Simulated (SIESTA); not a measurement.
Co, a sheet with vacuum:

```
Co
1.0
     2.34715    0.00000    0.00000
    -1.17358    2.03269    0.00000
     0.00000    0.00000   23.80000
Co
1
Cartesian
  0.0000 0.0000 7.0001
```

The cell was built by a generator and needn't be a form met in nature.

Base run:

- Program: SIESTA 5.4.2
- Functional: PBE
- Potentials or basis: PseudoDojo 0.4 standard (PBE files)
- Basis: DZP (energy shift 0.003 Ry; two zetas on semicore shells)
- Grid cutoff: 800 Ry
- Energy shift: 0.003 Ry
- k mesh: 13 × 13 × 1
- Occupations: fermi-dirac, width 0.05 eV
- Spin: collinear spin, ferromagnetic start
- Starting moments: [2.0] μB
- Hubbard terms: Co d U = 2 eV

Its results: band gap on the k mesh none (metal or under the smearing width); net moment 2.01 μB per cell; site moments Co +2.01 μB.

Problem. The run is repeated on the same cell with these changes: hubbard terms from Co d U = 2 eV to Co d U = 6 eV. What comes out?

Solution. Band gap on the k mesh none (metal or under the smearing width); net moment 2.15 μB per cell; site moments Co +2.15 μB.

Caveats: the basis of atomic orbitals isn't converged, which shifts pressures, moduli and gaps; the U is typed as a test and isn't derived for this compound.
